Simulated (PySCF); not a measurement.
# (OMe)3Sn-NH-SiH3: geometry, NMR shifts and electronic excitations

Aim: predict the NMR shifts and electronic excitations of (OMe)3Sn-NH-SiH3.

Programs: PySCF 2.14.0, with density-fitted response routines of our own. Each step states its level of theory. These are calculated values for one molecule in the gas phase, unless marked as measured. Atoms count from 0, in the outputs and in this text.

## Step 1: The starting structure

22 atoms, charge 0, multiplicity 1; geometry from: GFN2-xTB. The atoms were then displaced at random by about 0.03 Å, so the start is not that level's minimum.

Bonds of the start (Å): Sn0–O1 2.00, Sn0–O3 1.92, Sn0–O5 1.92, Sn0–N7 2.06, O1–C2 1.37, C2–H9 1.07, C2–H10 1.15, C2–H11 1.09, O3–C4 1.38, C4–H12 1.10, C4–H13 1.09, C4–H14 1.06, O5–C6 1.41, C6–H15 1.15, C6–H16 1.07, C6–H17 1.10, N7–Si8 1.81, N7–H18 0.98, Si8–H19 1.41, Si8–H20 1.56, Si8–H21 1.37.

## Step 2: Optimising the geometry at PBE0-D3(BJ)/def2-SVP

Job settings and geometry (Å):

```
{"job": {"xc": "PBE0", "basis": "def2-SVP", "d3": "d3bj", "grid": 1, "maxiter": 40, "shake": 0.03, "kind": "geom"}, "charge": 0, "multiplicity": 1}
Sn     0.062010     0.359790    -0.214790
O      0.942620     1.439300    -1.647180
C      2.296550     1.454110    -1.844290
O     -0.633880    -1.316340    -0.846280
C      0.013570    -2.369880    -1.455690
O      1.366600     0.074090     1.167670
C      1.093720    -0.433830     2.457150
N     -1.557380     1.468680     0.425260
Si    -3.094660     0.663700     0.940150
H      2.550860     2.284330    -2.468160
H      2.867060     1.620650    -0.856940
H      2.729080     0.535540    -2.253010
H     -0.735850    -3.176310    -1.531540
H      0.833540    -2.627850    -0.792790
H      0.353760    -2.111250    -2.424590
H      0.387700     0.280800     3.018620
H      2.021210    -0.445010     2.986430
H      0.596980    -1.409610     2.436190
H     -1.745200     2.256920    -0.118200
H     -2.814940    -0.235500     1.990700
H     -3.805450    -0.067870    -0.233820
H     -3.891920     1.710500     1.308070
```

Launch:

```
> OMP_NUM_THREADS=1 python probes_run.py task.json out
```

The driver reads the jobs from task.json and runs them one after another.

**Question.** This job is followed by: GIAO PBE0/pcSseg-1 Sn:def2-TZVP NMR shielding, non-relativistic, gas phase; TDDFT CAM-B3LYP/def2-SVPD, vertical, gas phase, core orbitals frozen in the response; GIAO wB97X-D/pcSseg-1 Sn:def2-TZVP NMR shielding, non-relativistic, gas phase. What will the session give for the following? point group; rotational constants (main isotopes); 13C shifts against TMS (PBE0/def2-TZVP+pcSseg-1, means over atoms taken as alike); 1H shifts against TMS (PBE0/def2-TZVP+pcSseg-1, means over atoms taken as alike); 17O shifts against H2O (PBE0/def2-TZVP+pcSseg-1, means over atoms taken as alike); 15N shifts against NH3 (PBE0/def2-TZVP+pcSseg-1); 29Si shifts against TMS (PBE0/def2-TZVP+pcSseg-1); surface potential, 1st and 99th percentile; lowest singlet (CAM-B3LYP/def2-SVPD); brightest single state of those computed; lowest triplet; range of the shift of O1.

The runs gave:

| quantity | value |
| --- | --- |
| point group | C1 |
| rotational constants (main isotopes) | 1.10, 0.66, 0.63 GHz |
| 13C shifts against TMS (PBE0/def2-TZVP+pcSseg-1, means over atoms taken as alike) | 56.7 ppm |
| 1H shifts against TMS (PBE0/def2-TZVP+pcSseg-1, means over atoms taken as alike) | 4.76, 3.96, -0.54 ppm |
| 17O shifts against H2O (PBE0/def2-TZVP+pcSseg-1, means over atoms taken as alike) | 38.0 ppm |
| 15N shifts against NH3 (PBE0/def2-TZVP+pcSseg-1) | 0.5 ppm |
| 29Si shifts against TMS (PBE0/def2-TZVP+pcSseg-1) | -44.5 ppm |
| surface potential, 1st and 99th percentile | -1.36 V and 1.66 V |
| lowest singlet (CAM-B3LYP/def2-SVPD) | 5.36 eV (231 nm), f = 0.016 |
| brightest single state of those computed | state 5, 6.27 eV, f = 0.071 |
| lowest triplet | 4.85 eV |
| range of the shift of O1 | 27.9 to 38.0 ppm |

**Reading.** The start was shaken at random, so part of the energy gained undoes that. Relaxing lowered the energy by 0.868 eV in 11 steps; the close pair that moved most is Si8–H21, from 1.366 to 1.496 Å. At PBE0/def2-TZVP+pcSseg-1: The largest span, 150 ppm, is at O1, O3, O5, where the paramagnetic term is -103 ppm. By nearest atom (PBE0/def2-TZVP+pcSseg-1), the HOMO sits on N7 54 %; H20 13 % and the LUMO on Sn0 29 %; O1, O3, O5 about 11 % each. The lowest singlet, at 5.36 eV, is HOMO→LUMO 0.78, HOMO−2→LUMO 0.14 and is weak; of the 10 states computed, the strongest absorption comes from state 5 at 6.27 eV. The lowest triplet lies 0.51 eV below the lowest singlet (triplets in Tamm-Dancoff, singlets in full TDDFT). Spin-orbit coupling, left out, mixes singlets and triplets in elements this heavy. In ppm, O1 (with its like atoms) moves most: its shift spreads over 10.0 ppm, from 27.9 (wB97X-D/def2-TZVP+pcSseg-1) to 38.0 (PBE0/def2-TZVP+pcSseg-1). Spin-orbit coupling is left out, which matters for shieldings and couplings at and beside the heavy atoms.
